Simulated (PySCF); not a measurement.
# C3H5ClN2Si: NMR shifts at several levels of theory

How much do the NMR shifts of C3H5ClN2Si (`[SiH3]n1cncc1Cl`) depend on the level of theory, and what does each level cost?

Programs: PySCF 2.14.0, with density-fitted response routines of our own. Each step states its level of theory. These are calculated values for one molecule in the gas phase, unless marked as measured. Atoms are numbered from 0 throughout.

### Step 1. The molecule as given

12 atoms, charge 0, multiplicity 1; geometry from: GFN2-xTB. The atoms were then displaced at random by about 0.01 Å, so the start is not that level's minimum.

Bonds of the start (Å): Si0–N1 1.78, N1–C2 1.37, C2–N3 1.25, N3–C4 1.36, C4–C5 1.37, C5–Cl6 1.70, C5–N1 1.38, Si0–H7 1.48, Si0–H8 1.43, Si0–H9 1.48, C2–H10 1.08, C4–H11 1.06.

### Step 2. Optimising the geometry at PBE0-D3(BJ)/def2-SVP

The job: settings as JSON, then the geometry in Å.

```
{"job": {"xc": "PBE0", "basis": "def2-SVP", "d3": "d3bj", "grid": 1, "shake": 0.01, "kind": "geom"}, "charge": 0, "multiplicity": 1}
Si     1.888600     0.053010     0.161380
N      0.121490    -0.154970     0.037500
C     -0.657680    -1.269930     0.191490
N     -1.872210    -1.044910     0.033360
C     -2.027390     0.273610    -0.260290
C     -0.784760     0.839820    -0.251650
Cl    -0.228710     2.422120    -0.528990
H      2.342340     0.557040    -1.149610
H      2.347440    -1.255180     0.497880
H      2.099630     1.038040     1.239100
H     -0.218900    -2.222810     0.447200
H     -2.970150     0.735900    -0.426400
```

Started as:

```
OMP_NUM_THREADS=1 python probes_run.py task.json out
```

One launch serves the whole session: the jobs run in the order shown.

The program printed:

```text
step   0  E = -975.59573685  max force = 0.082563
step   1  E = -975.60327001  max force = 0.015979
step   2  E = -975.60364910  max force = 0.007317
step   3  E = -975.60362582  max force = 0.005619
step   4  E = -975.60375666  max force = 0.000906
step   5  E = -975.60375776  max force = 0.000985
step   6  E = -975.60376255  max force = 0.000186
optimisation converged
```

It took 55 s on 1 thread of Arm Neoverse V1, shared host; peak memory 0.52 GiB.

The steps of the relaxation:

```
step  energy from step 0 (eV)  largest force component (eV/Å)
   0                   0.0000                          4.2456
   1                  -0.2050                          0.8217
   2                  -0.2153                          0.3763
   3                  -0.2147                          0.2889
   4                  -0.2182                          0.0466
   5                  -0.2183                          0.0507
   6                  -0.2184                          0.0096
```

Close pairs (by a distance rule), those that changed most:

```
  bond  before (Å)  after (Å)  change (Å)
Si0–H8       1.427      1.487      +0.061
 C2–N3       1.245      1.305      +0.060
C4–H11       1.063      1.088      +0.025
Si0–H9       1.475      1.486      +0.011
C2–H10       1.080      1.091      +0.011
Si0–H7       1.476      1.487      +0.011
C5–Cl6       1.700      1.710      +0.010
 N3–C4       1.360      1.368      +0.008
```

The next job starts from the end point, and lists it.

```
                         at the end point                value
  point group (found at 0.08 Å tolerance)                   Cs
rotational constants (GHz, main isotopes)  2.109, 2.032, 1.048
                        dipole moment (D)                 2.97
```

### Step 3. Shielding tensors: LDA/pcSseg-1

The job: settings as JSON, then the geometry in Å.

```
{"job": {"kind": "nmr", "xc": "LDA", "basis": "pcSseg-1", "pop": false}, "charge": 0, "multiplicity": 1}
Si     1.091260     2.739386    -0.079644
N     -0.680427     2.570704    -0.229626
C     -1.444745     1.438570    -0.061959
N     -2.719620     1.658230    -0.232654
C     -2.837532     2.988489    -0.527901
C     -1.592199     3.561519    -0.528856
Cl    -1.075105     5.164973    -0.822033
H      1.664604     3.184495    -1.376908
H      1.555984     1.370938     0.271792
H      1.411331     3.709632     1.000052
H     -0.993002     0.477568     0.186739
H     -3.793847     3.470001    -0.723177
```

Level: GIAO LDA/pcSseg-1 NMR shielding, non-relativistic, gas phase.

The program printed:

```text
coarse grid: 11736 points
cycle   1  E = -971.8110028857  dE =  9.605e-01  |g| = 4.542e-01  |ddm| = 3.478e+00
cycle   2  E = -971.5319955158  dE =  2.790e-01  |g| = 1.131e+00  |ddm| = 2.079e+00
cycle   3  E = -971.8542092916  dE = -3.222e-01  |g| = 2.076e-01  |ddm| = 1.694e+00
cycle   4  E = -971.8623491169  dE = -8.140e-03  |g| = 9.081e-02  |ddm| = 2.295e-01
cycle   5  E = -971.8638673351  dE = -1.518e-03  |g| = 3.221e-02  |ddm| = 8.927e-02
cycle   6  E = -971.8640824377  dE = -2.151e-04  |g| = 7.136e-03  |ddm| = 3.352e-02
cycle   7  E = -971.8640923254  dE = -9.888e-06  |g| = 3.208e-03  |ddm| = 9.110e-03
cycle   8  E = -971.8640946265  dE = -2.301e-06  |g| = 4.556e-04  |ddm| = 3.048e-03
final grid: 106144 points
cycle   9  E = -971.9119813067  dE = -2.641e-05  |g| = 3.539e-03  |ddm| = 2.094e-02
cycle  10  E = -971.9119726829  dE =  8.624e-06  |g| = 7.241e-03  |ddm| = 9.454e-03
cycle  11  E = -971.9119838695  dE = -1.119e-05  |g| = 9.933e-04  |ddm| = 6.805e-03
cycle  12  E = -971.9119840442  dE = -1.748e-07  |g| = 5.513e-04  |ddm| = 1.373e-03
cycle  13  E = -971.9119841080  dE = -6.375e-08  |g| = 1.522e-04  |ddm| = 5.086e-04
cycle  14  E = -971.9119841128  dE = -4.865e-09  |g| = 3.082e-05  |ddm| = 1.415e-04
cycle  15  E = -971.9119841131  dE = -2.665e-10  |g| = 1.063e-05  |ddm| = 4.989e-05
converged SCF energy = -971.9119841131

GIAO shielding tensors (ppm)
atom      isotropic    diamagn.    paramagn.     s11        s22        s33       span
  0 Si     373.974     881.455    -507.481    344.950    348.572    428.400     83.450
  1 N       71.458     330.740    -259.282    -29.873     90.170    154.078    183.951
  2 C       37.089     255.334    -218.245    -30.727     51.196     90.796    121.523
  3 N      -57.708     331.221    -388.929   -285.607   -112.760    225.244    510.852
  4 C       44.280     252.964    -208.684    -25.542     45.972    112.409    137.951
  5 C       48.443     249.312    -200.869    -25.764     82.321     88.771    114.535
  6 Cl     770.112    1141.755    -371.643    549.628    788.591    972.117    422.489
  7 H       25.565      27.787      -2.222     21.858     24.277     30.560      8.702
  8 H       25.679      30.236      -4.557     21.881     24.900     30.256      8.376
  9 H       25.562      27.290      -1.728     21.826     24.332     30.528      8.703
 10 H       23.790      34.133     -10.344     19.435     24.347     27.588      8.153
 11 H       23.834      28.019      -4.185     20.676     23.230     27.596      6.920
```

It took 20 s on 1 thread of Arm Neoverse V1, shared host; peak memory 0.81 GiB.

Shifts follow as δ = σ(reference) − σ, with reference shieldings (ppm) from runs at the same level and on the same kind of geometry: ¹H TMS 30.83, ¹³C TMS 180.7, ²⁹Si TMS 318.4, ¹⁵N NH3 271.9, ³⁵Cl HCl 945. The references are single molecules in the gas phase, so shifts against H2O, NH3, PH3, H3PO4 or CFCl3 are not on the usual liquid scales and can be off by tens of ppm. Atoms listed in one row are averaged.

```
     atoms                                              environment  σ (ppm)  δ (ppm)
        C2                 aromatic CH between two ring heteroatoms     37.1    143.6
        C4                      aromatic CH next to a ring nitrogen     44.3    136.4
        C5                         aromatic carbon bearing chlorine     48.4    132.3
       H10  hydrogen on an aromatic CH between two ring heteroatoms    23.79     7.04
       H11       hydrogen on an aromatic CH next to a ring nitrogen    23.83     6.99
H7, H8, H9                        hydrogen on a silicon bonded to N    25.60     5.23
       Si0                                 silicon bonded to N, 3 H    374.0    -55.6
        N3                       pyridine-type nitrogen of an azole    -57.7    329.6
        N1                               pyrrole-type ring nitrogen     71.5    200.5
       Cl6                                     chlorine bonded to C      770      175
```

Ring of atoms N1, C2, N3, C4, C5: NICS(0) -11.7, NICS(1) -10.3, NICS(1)zz -26.7 ppm (means of both faces).

### Step 4. NMR shieldings: B97-2/pcSseg-1

The job, as its differences from that of step 3:

```diff
@@ -1,2 +1,2 @@
-{"job": {"kind": "nmr", "xc": "LDA", "basis": "pcSseg-1", "pop": false}, "charge": 0, "multiplicity": 1}
+{"job": {"kind": "nmr", "xc": "B97-2", "basis": "pcSseg-1", "pop": false}, "charge": 0, "multiplicity": 1}
 Si     1.091260     2.739386    -0.079644
```

With the program's defaults for keys left out, this is: GIAO B97-2/pcSseg-1 NMR shielding, non-relativistic, gas phase.

The program printed:

```text
coarse grid: 11736 points
cycle   1  E = -976.3676140112  dE =  1.136e+00  |g| = 4.216e-01  |ddm| = 3.408e+00
cycle   2  E = -976.2653832198  dE =  1.022e-01  |g| = 7.818e-01  |ddm| = 1.215e+00
cycle   3  E = -976.4112488806  dE = -1.459e-01  |g| = 1.034e-01  |ddm| = 8.345e-01
cycle   4  E = -976.4131168727  dE = -1.868e-03  |g| = 4.671e-02  |ddm| = 1.048e-01
cycle   5  E = -976.4135237793  dE = -4.069e-04  |g| = 1.269e-02  |ddm| = 3.603e-02
cycle   6  E = -976.4135575463  dE = -3.377e-05  |g| = 2.225e-03  |ddm| = 1.327e-02
cycle   7  E = -976.4135584582  dE = -9.119e-07  |g| = 8.684e-04  |ddm| = 2.886e-03
final grid: 106144 points
cycle   8  E = -976.4330059893  dE = -4.585e-05  |g| = 5.786e-03  |ddm| = 2.784e-02
cycle   9  E = -976.4330041138  dE =  1.876e-06  |g| = 5.210e-03  |ddm| = 8.844e-03
cycle  10  E = -976.4330089839  dE = -4.870e-06  |g| = 1.966e-03  |ddm| = 6.213e-03
cycle  11  E = -976.4330098398  dE = -8.559e-07  |g| = 5.018e-04  |ddm| = 1.764e-03
cycle  12  E = -976.4330098981  dE = -5.828e-08  |g| = 1.134e-04  |ddm| = 5.830e-04
cycle  13  E = -976.4330099008  dE = -2.702e-09  |g| = 4.230e-05  |ddm| = 1.316e-04
cycle  14  E = -976.4330099011  dE = -3.597e-10  |g| = 1.463e-05  |ddm| = 4.905e-05
converged SCF energy = -976.4330099011

GIAO shielding tensors (ppm)
atom      isotropic    diamagn.    paramagn.     s11        s22        s33       span
  0 Si     408.904     879.970    -471.066    387.992    390.559    448.162     60.171
  1 N       81.897     331.231    -249.334    -13.646     91.846    167.490    181.136
  2 C       43.901     254.428    -210.528    -29.464     58.731    102.434    131.898
  3 N      -45.306     329.835    -375.140   -267.179   -100.801    232.062    499.241
  4 C       52.383     252.323    -199.940    -18.704     55.248    120.605    139.309
  5 C       57.250     248.873    -191.623    -17.069     89.114     99.706    116.774
  6 Cl     801.453    1142.410    -340.956    595.764    798.981   1009.615    413.851
  7 H       26.504      28.394      -1.890     22.804     25.283     31.425      8.620
  8 H       26.629      31.198      -4.569     22.757     25.778     31.351      8.594
  9 H       26.502      27.855      -1.352     22.772     25.338     31.397      8.625
 10 H       24.184      34.505     -10.321     19.926     24.738     27.887      7.961
 11 H       24.288      28.548      -4.260     21.034     23.698     28.134      7.100
```

It took 16 s on 1 thread of Arm Neoverse V1, shared host; peak memory 0.87 GiB.

Key values: δ C2 139.8, C4 131.3, C5 126.4, Si0 -51.5, H10 7.19, H11 7.09 ppm.

### Step 5. Shielding tensors: WP04/pcSseg-1

The job, as its differences from that of step 4:

```diff
@@ -1,2 +1,2 @@
-{"job": {"kind": "nmr", "xc": "B97-2", "basis": "pcSseg-1", "pop": false}, "charge": 0, "multiplicity": 1}
+{"job": {"kind": "nmr", "xc": "WP04", "basis": "pcSseg-1", "pop": false}, "charge": 0, "multiplicity": 1}
 Si     1.091260     2.739386    -0.079644
```

Method: GIAO WP04/pcSseg-1 NMR shielding, non-relativistic, gas phase.

The program printed:

```text
coarse grid: 11736 points
cycle   1  E = -988.9657624554  dE =  1.035e+00  |g| = 6.431e-01  |ddm| = 3.436e+00
cycle   2  E = -988.7561373287  dE =  2.096e-01  |g| = 1.113e+00  |ddm| = 1.730e+00
cycle   3  E = -989.0414329188  dE = -2.853e-01  |g| = 2.608e-01  |ddm| = 1.329e+00
cycle   4  E = -989.0551792239  dE = -1.375e-02  |g| = 9.406e-02  |ddm| = 2.647e-01
cycle   5  E = -989.0568419725  dE = -1.663e-03  |g| = 3.103e-02  |ddm| = 7.962e-02
cycle   6  E = -989.0570335992  dE = -1.916e-04  |g| = 5.361e-03  |ddm| = 2.752e-02
cycle   7  E = -989.0570386808  dE = -5.082e-06  |g| = 2.239e-03  |ddm| = 5.588e-03
final grid: 106144 points
cycle   8  E = -989.1064818019  dE = -2.975e-05  |g| = 7.226e-03  |ddm| = 2.903e-02
cycle   9  E = -989.1064643613  dE =  1.744e-05  |g| = 1.095e-02  |ddm| = 1.667e-02
cycle  10  E = -989.1064946188  dE = -3.026e-05  |g| = 1.253e-03  |ddm| = 1.073e-02
cycle  11  E = -989.1064949132  dE = -2.944e-07  |g| = 6.616e-04  |ddm| = 1.612e-03
cycle  12  E = -989.1064950095  dE = -9.628e-08  |g| = 1.562e-04  |ddm| = 6.027e-04
cycle  13  E = -989.1064950136  dE = -4.139e-09  |g| = 6.468e-05  |ddm| = 1.387e-04
cycle  14  E = -989.1064950145  dE = -8.822e-10  |g| = 1.650e-05  |ddm| = 6.558e-05
converged SCF energy = -989.1064950145

GIAO shielding tensors (ppm)
atom      isotropic    diamagn.    paramagn.     s11        s22        s33       span
  0 Si     391.653     881.908    -490.255    375.100    377.927    421.932     46.832
  1 N       65.034     333.424    -268.390    -30.468     71.253    154.317    184.785
  2 C       28.695     256.083    -227.388    -48.761     42.760     92.086    140.848
  3 N      -64.644     330.685    -395.329   -290.750   -121.012    217.830    508.580
  4 C       36.613     252.483    -215.871    -37.381     38.444    108.776    146.157
  5 C       40.243     250.626    -210.383    -34.199     70.169     84.759    118.959
  6 Cl     757.192    1145.587    -388.395    528.819    731.402   1011.354    482.535
  7 H       27.271      29.185      -1.915     23.683     26.153     31.976      8.293
  8 H       27.425      32.766      -5.341     23.634     26.522     32.121      8.487
  9 H       27.270      28.438      -1.168     23.651     26.207     31.951      8.300
 10 H       24.461      35.868     -11.407     20.481     24.845     28.058      7.576
 11 H       24.635      28.006      -3.371     21.547     23.903     28.456      6.909
```

Wall time 16 s (1 thread of Arm Neoverse V1, shared host); peak memory 0.86 GiB.

This run: δ C2 143.7, C4 135.8, C5 132.2, Si0 -53.0, H10 7.10, H11 6.93 ppm.

### Step 6. Nuclear shieldings: PBE0/pcSseg-1

The job, as its differences from that of step 5:

```diff
@@ -1,2 +1,2 @@
-{"job": {"kind": "nmr", "xc": "WP04", "basis": "pcSseg-1", "pop": false}, "charge": 0, "multiplicity": 1}
+{"job": {"kind": "nmr", "xc": "PBE0", "basis": "pcSseg-1", "pop": false}, "charge": 0, "multiplicity": 1}
 Si     1.091260     2.739386    -0.079644
```

With the program's defaults for keys left out, this is: GIAO PBE0/pcSseg-1 NMR shielding, non-relativistic, gas phase.

The program printed:

```text
coarse grid: 11736 points
cycle   1  E = -975.8523033492  dE =  1.174e+00  |g| = 4.155e-01  |ddm| = 3.405e+00
cycle   2  E = -975.7629704673  dE =  8.933e-02  |g| = 7.477e-01  |ddm| = 1.160e+00
cycle   3  E = -975.8950497617  dE = -1.321e-01  |g| = 9.258e-02  |ddm| = 7.836e-01
cycle   4  E = -975.8964538562  dE = -1.404e-03  |g| = 4.533e-02  |ddm| = 9.177e-02
cycle   5  E = -975.8968326905  dE = -3.788e-04  |g| = 1.128e-02  |ddm| = 3.347e-02
cycle   6  E = -975.8968590126  dE = -2.632e-05  |g| = 2.259e-03  |ddm| = 1.199e-02
cycle   7  E = -975.8968599901  dE = -9.775e-07  |g| = 8.403e-04  |ddm| = 2.881e-03
final grid: 106144 points
cycle   8  E = -975.9335037630  dE = -2.618e-05  |g| = 6.259e-03  |ddm| = 2.458e-02
cycle   9  E = -975.9334976435  dE =  6.120e-06  |g| = 7.938e-03  |ddm| = 1.354e-02
cycle  10  E = -975.9335124596  dE = -1.482e-05  |g| = 1.107e-03  |ddm| = 7.871e-03
cycle  11  E = -975.9335126773  dE = -2.176e-07  |g| = 3.647e-04  |ddm| = 1.058e-03
cycle  12  E = -975.9335127053  dE = -2.804e-08  |g| = 9.342e-05  |ddm| = 3.144e-04
cycle  13  E = -975.9335127069  dE = -1.551e-09  |g| = 3.968e-05  |ddm| = 9.494e-05
cycle  14  E = -975.9335127072  dE = -3.147e-10  |g| = 1.404e-05  |ddm| = 4.432e-05
converged SCF energy = -975.9335127072

GIAO shielding tensors (ppm)
atom      isotropic    diamagn.    paramagn.     s11        s22        s33       span
  0 Si     403.615     879.805    -476.191    380.618    384.101    446.125     65.507
  1 N       79.912     331.055    -251.144    -17.939     90.844    166.830    184.769
  2 C       41.716     254.234    -212.519    -33.121     56.484    101.784    134.905
  3 N      -50.755     329.865    -380.620   -278.549   -107.150    233.435    511.983
  4 C       50.289     252.512    -202.224    -22.674     53.037    120.503    143.177
  5 C       55.378     248.641    -193.263    -21.494     87.988     99.641    121.135
  6 Cl     802.698    1141.779    -339.081    597.521    802.509   1008.065    410.544
  7 H       26.297      28.181      -1.884     22.568     25.053     31.269      8.701
  8 H       26.410      30.824      -4.415     22.518     25.561     31.151      8.632
  9 H       26.295      27.679      -1.385     22.535     25.108     31.241      8.705
 10 H       24.054      34.155     -10.101     19.745     24.634     27.784      8.039
 11 H       24.130      28.538      -4.408     20.845     23.525     28.020      7.176
```

Run time: 17 s. Hardware: 1 thread of Arm Neoverse V1, shared host; peak memory 0.86 GiB.

This run: δ C2 142.7, C4 134.1, C5 129.0, Si0 -51.6, H10 7.21, H11 7.14 ppm.

### Step 7. Shielding tensors: B97-D/pcSseg-1

The job, as its differences from that of step 6:

```diff
@@ -1,2 +1,2 @@
-{"job": {"kind": "nmr", "xc": "PBE0", "basis": "pcSseg-1", "pop": false}, "charge": 0, "multiplicity": 1}
+{"job": {"kind": "nmr", "xc": "B97-D", "basis": "pcSseg-1", "pop": false}, "charge": 0, "multiplicity": 1}
 Si     1.091260     2.739386    -0.079644
```

Method: GIAO B97-D/pcSseg-1 NMR shielding, non-relativistic, gas phase.

The program printed:

```text
coarse grid: 11736 points
cycle   1  E = -976.2475772110  dE =  9.693e-01  |g| = 4.751e-01  |ddm| = 3.451e+00
cycle   2  E = -975.9830121192  dE =  2.646e-01  |g| = 1.118e+00  |ddm| = 1.938e+00
cycle   3  E = -976.2952999839  dE = -3.123e-01  |g| = 2.150e-01  |ddm| = 1.560e+00
cycle   4  E = -976.3046289502  dE = -9.329e-03  |g| = 8.138e-02  |ddm| = 2.342e-01
cycle   5  E = -976.3058283960  dE = -1.199e-03  |g| = 3.194e-02  |ddm| = 7.706e-02
cycle   6  E = -976.3060430540  dE = -2.147e-04  |g| = 5.577e-03  |ddm| = 3.192e-02
cycle   7  E = -976.3060493649  dE = -6.311e-06  |g| = 2.487e-03  |ddm| = 7.348e-03
final grid: 106144 points
cycle   8  E = -976.3191779615  dE = -5.985e-05  |g| = 1.678e-02  |ddm| = 4.057e-02
cycle   9  E = -976.3190455411  dE =  1.324e-04  |g| = 2.805e-02  |ddm| = 4.152e-02
cycle  10  E = -976.3192280539  dE = -1.825e-04  |g| = 4.813e-03  |ddm| = 3.001e-02
cycle  11  E = -976.3192318453  dE = -3.791e-06  |g| = 2.461e-03  |ddm| = 6.022e-03
cycle  12  E = -976.3192334059  dE = -1.561e-06  |g| = 4.816e-04  |ddm| = 2.820e-03
cycle  13  E = -976.3192334545  dE = -4.852e-08  |g| = 1.067e-04  |ddm| = 4.173e-04
cycle  14  E = -976.3192334569  dE = -2.457e-09  |g| = 3.528e-05  |ddm| = 1.137e-04
cycle  15  E = -976.3192334572  dE = -2.362e-10  |g| = 1.535e-05  |ddm| = 4.098e-05
converged SCF energy = -976.3192334572

GIAO shielding tensors (ppm)
atom      isotropic    diamagn.    paramagn.     s11        s22        s33       span
  0 Si     402.198     880.810    -478.612    382.138    382.600    441.857     59.719
  1 N       79.162     330.971    -251.809    -15.038     91.776    160.748    175.786
  2 C       44.037     254.820    -210.783    -23.506     59.440     96.176    119.682
  3 N      -42.937     330.327    -373.264   -255.813    -96.534    223.536    479.349
  4 C       51.278     251.566    -200.288    -15.376     54.674    114.536    129.911
  5 C       55.167     249.300    -194.134    -14.005     86.309     93.197    107.202
  6 Cl     778.907    1143.327    -364.420    563.407    780.649    992.665    429.258
  7 H       26.531      28.648      -2.117     22.907     25.329     31.357      8.450
  8 H       26.688      31.562      -4.874     22.930     25.878     31.257      8.328
  9 H       26.529      28.063      -1.534     22.875     25.384     31.329      8.454
 10 H       24.347      35.140     -10.793     20.216     24.811     28.016      7.800
 11 H       24.488      28.587      -4.099     21.436     23.882     28.145      6.709
```

It took 24 s on 1 thread of Arm Neoverse V1, shared host; peak memory 0.81 GiB.

In short: δ C2 135.1, C4 127.9, C5 124.0, Si0 -55.0, H10 7.06, H11 6.92 ppm.

[end of part 1 of 2]
